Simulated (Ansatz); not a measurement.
# One shape, several levels: SnTe (SMILES [Sn][Te])

We compute a comparison of 6 runs (HF/STO-3G, CAM-B3LYP/STO-3G, r2SCAN/STO-3G, UMP2/STO-3G, UCCSD(T)/STO-3G, FCI/STO-3G) of SnTe. 

The calculation is run with Ansatz 0.2.0.

45 further runs of the same task are left out: 16 that didn't finish, 29 set aside as unsound or not needed.

## 1. The structure to begin with

The species is SnTe (2 atoms), meant as a singlet with charge 0. As SMILES, `[Sn][Te]`. The Te2–Sn1 distance was set to 5.036 Å, away from the relaxed value.

## 2. The energy at HF/STO-3G (run 1)

The input, run.yaml:

```yaml
crystal:
  periodic: [false, false, false]
  atoms:
    - symbol: Sn
      position_ang: [0.000000, 0.000000, -2.508470]
    - symbol: Te
      position_ang: [-0.000000, -0.000000, 2.527330]
basis:
  gaussian: {orbitals: STO-3G}
hamiltonian: {xc: hf}
accuracy: high
```

Run with:

```bash
$ ansatz run run.yaml --threads 1 --pin off --max-ram 3480MiB --events-out events.jsonl --progress --plain --runs-dir runs
```

The log of the run:

```text
Warning: RAYON_NUM_THREADS=1 ignored (pool sized by the plan → 1); use --threads N
Functional definition: HF
  name "HF"
  exchange = exact_x
  correlation = 0
762 factors; integrals over basis functions are off by at most 4.7e-9 eV
mean field evaluation 1: about -340404.1027 eV, gradient 4.8e0 eV
mean field evaluation 2: about -340404.1290 eV, gradient 4.8e0 eV
mean field evaluation 4: about -340304.6142 eV, gradient 1.5e1 eV
mean field evaluation 8: about -340419.4127 eV, gradient 1.0e0 eV
mean field evaluation 16: about -340419.3849 eV, gradient 5.4e-1 eV
mean field evaluation 32: about -340419.3296 eV, gradient 5.6e-1 eV
mean field evaluation 64: about -340419.3879 eV, gradient 5.4e-1 eV
mean field evaluation 96: about -340304.5690 eV, gradient 1.5e1 eV
mean field -340419.43014365 eV, -12510.1833132019 hartree, gradient 1.3e-8 eV, S^2 0.000000; 4 other end points of the search recorded, 0 dependent functions left out
reference -340419.43014365 eV, -12510.1833132019 hartree; 51, 51 occupied and 3, 3 virtual orbitals, 762 factors
Total energy: -340419.43014365 eV, -12510.1833132019 hartree
```

Wall time 2.2 s (1 thread of AMD EPYC 9R14 (Zen 4), shared host); peak memory 0.16 GiB.

## 3. A single-point energy at CAM-B3LYP/STO-3G (run 2)

The input, run.yaml:

```yaml
crystal:
  periodic: [false, false, false]
  atoms:
    - {symbol: Sn, position_ang: [0.000000, 0.000000, -2.508470]}
    - {symbol: Te, position_ang: [-0.000000, -0.000000, 2.527330]}
basis:
  gaussian:
    orbitals: STO-3G
hamiltonian:
  xc: {name: CAM-B3LYP}
accuracy: high
```

Run with:

```bash
$ ansatz run run.yaml --threads 1 --pin off --max-ram 3480MiB --events-out events.jsonl --progress --plain --runs-dir runs
```

The log of the run:

```text
Warning: RAYON_NUM_THREADS=1 ignored (pool sized by the plan → 1); use --threads N
Functional definition: CAM-B3LYP
  name "CAM-B3LYP"
  parameter alpha = 0.19
  parameter beta = 0.46
  parameter omega = 0.33/bohr
  parameter ac = 0.81
  exchange = (1 - alpha - beta)*b88_x + beta*b88_x_sr(omega) + alpha*exact_x + beta*exact_x_lr(omega)
  correlation = (1 - ac)*vwn5_c + ac*lyp_c
762 factors; integrals over basis functions are off by at most 4.7e-9 eV
164 factors; integrals over basis functions are off by at most 1.4e-9 eV
mean field evaluation 1: about -340525.5938 eV, gradient 5.4e0 eV
mean field evaluation 2: about -340424.9914 eV, gradient 1.5e1 eV
mean field evaluation 4: about -340426.5420 eV, gradient 2.0e1 eV
mean field evaluation 8: about -340541.4913 eV, gradient 2.0e0 eV
mean field evaluation 16: about -340541.6071 eV, gradient 2.0e-8 eV
mean field -340541.60707716 eV, -12514.6732326940 hartree, gradient 2.0e-8 eV, S^2 0.000000; 2 other end points of the search recorded, 0 dependent functions left out
reference -340541.60709408 eV, -12514.6732333158 hartree; 51, 51 occupied and 3, 3 virtual orbitals, 762 factors
Total energy: -340541.60709408 eV, -12514.6732333158 hartree
```

Wall time 3.6 s (1 thread of AMD EPYC 9R14 (Zen 4), shared host); peak memory 0.2 GiB.

Run 3 isn't shown in full; the table further down has it.

## 4. The energy at UMP2/STO-3G (run 4)

The input, in.yaml:

```yaml
crystal:
  periodic: [false, false, false]
  atoms:
    - symbol: Sn
      position_ang: [0.000000, 0.000000, -2.508470]
    - symbol: Te
      position_ang: [-0.000000, -0.000000, 2.527330]
basis:
  gaussian:
    orbitals: STO-3G
correlation:
  method: mp2
  frozen_orbitals: {Sn: 18, Te: 18}
accuracy: high
magnetization:
  spin_polarized: true
  initial_magnetization: 0
```

Run with:

```bash
$ ansatz run in.yaml --threads 1 --pin off --max-ram 3480MiB --events-out events.jsonl --progress --plain --runs-dir runs
```

The log of the run, cut to the lines that bear on the results:

```text
Warning: RAYON_NUM_THREADS=1 ignored (pool sized by the plan → 1); use --threads N
[... 2 set-up lines as earlier in the session ...]
[...]
762 factors; integrals over basis functions are off by at most 4.7e-9 eV
[...]
mean field -340423.40035225 eV, -12510.3292156769 hartree, gradient 1.6e-8 eV, S^2 2.000042; 18 other end points of the search recorded, 0 dependent functions left out
36 core orbitals not correlated: weight in the atoms' cores, before any rotation towards them, 1.000 or more for the frozen orbitals, at most 0.000 for the correlated occupied ones
reference -340423.40035225 eV, -12510.3292156769 hartree; 15, 15 occupied and 3, 3 virtual orbitals, 762 factors
second order -0.20037367 eV of doubles, -0.00000000 eV of singles
Total energy: -340423.60072592 eV, -12510.3365792734 hartree
```

Run time: 20 s. Hardware: 1 thread of AMD EPYC 9R14 (Zen 4), shared host; peak memory 0.24 GiB.

Run 5 isn't shown in full; the table further down has it.

## 5. A single-point energy at FCI/STO-3G (run 6)

The input, input.yaml:

```yaml
crystal:
  periodic: [false, false, false]
  atoms:
    - symbol: Sn
      position_ang: [0.000000, 0.000000, -2.508470]
    - symbol: Te
      position_ang: [-0.000000, -0.000000, 2.527330]
basis:
  gaussian:
    orbitals: STO-3G
correlation:
  method: fci
  frozen_orbitals: {Sn: 18, Te: 18}
accuracy: high
```

Run with:

```bash
$ ansatz run input.yaml --threads 1 --pin off --max-ram 3480MiB --events-out events.jsonl --progress --plain --runs-dir runs
```

The log of the run:

```text
Warning: RAYON_NUM_THREADS=1 ignored (pool sized by the plan → 1); use --threads N
[... 30 lines left out ...]
36 core orbitals not correlated: weight in the atoms' cores, before any rotation towards them, 1.000 or more for the frozen orbitals, at most 0.000 for the correlated occupied ones
[... 2 lines left out ...]
36 core orbitals not correlated: weight in the atoms' cores, before any rotation towards them, 1.000 or more for the frozen orbitals, at most 0.000 for the correlated occupied ones
[... 1 line left out ...]
Total energy: -340423.78455654 eV, -12510.3433349241 hartree
```

Wall time 22 s (1 thread of AMD EPYC 9R14 (Zen 4), shared host); peak memory 0.23 GiB.

## 6. Overview of the runs

| run | level | frozen core orbitals | energy (Eh) | wall time |
| --- | --- | --- | --- | --- |
| 1 | HF/STO-3G | – | -12510.183313 | 2.2 s |
| 2 | CAM-B3LYP/STO-3G | – | -12514.673233 | 3.6 s |
| 3 | r2SCAN/STO-3G | – | -12514.686446 | 41 s |
| 4 | UMP2/STO-3G | 36 | -12510.336579 | 20 s |
| 5 | UCCSD(T)/STO-3G | 36 | -12510.342965 | 26 s |
| 6 | FCI/STO-3G | 36 | -12510.343335 | 22 s |

## 7. Outcome

| quantity | value |
| --- | --- |
| run 6: total energy | -12510.34333 Eh |
| run 6: correlation energy (36 core orbitals frozen) | -160.0 mEh |

What this shows: Against full CI in this basis: HF +160.0 mEh; UMP2 +6.8 mEh; UCCSD(T) +0.4 mEh. Totals of different functionals can't be ranked against each other. In runs 1, 2, 3, 4, 5, 6 the basis is minimal, so the values are rough. In runs 1, 2, 3 a closed-shell determinant meets a far-stretched bond, which it describes badly. In runs 1, 2, 3, 4, 5, 6 relativity is left out where basis or elements ask for it. Spin contamination of the reference: run 4 ⟨S²⟩ = 2.00, run 5 ⟨S²⟩ = 2.00. Where it is this large, the reference is a mixture of spin states, and values that rest on it are in doubt. All runs together took 1.9 min, the longest 41 s.
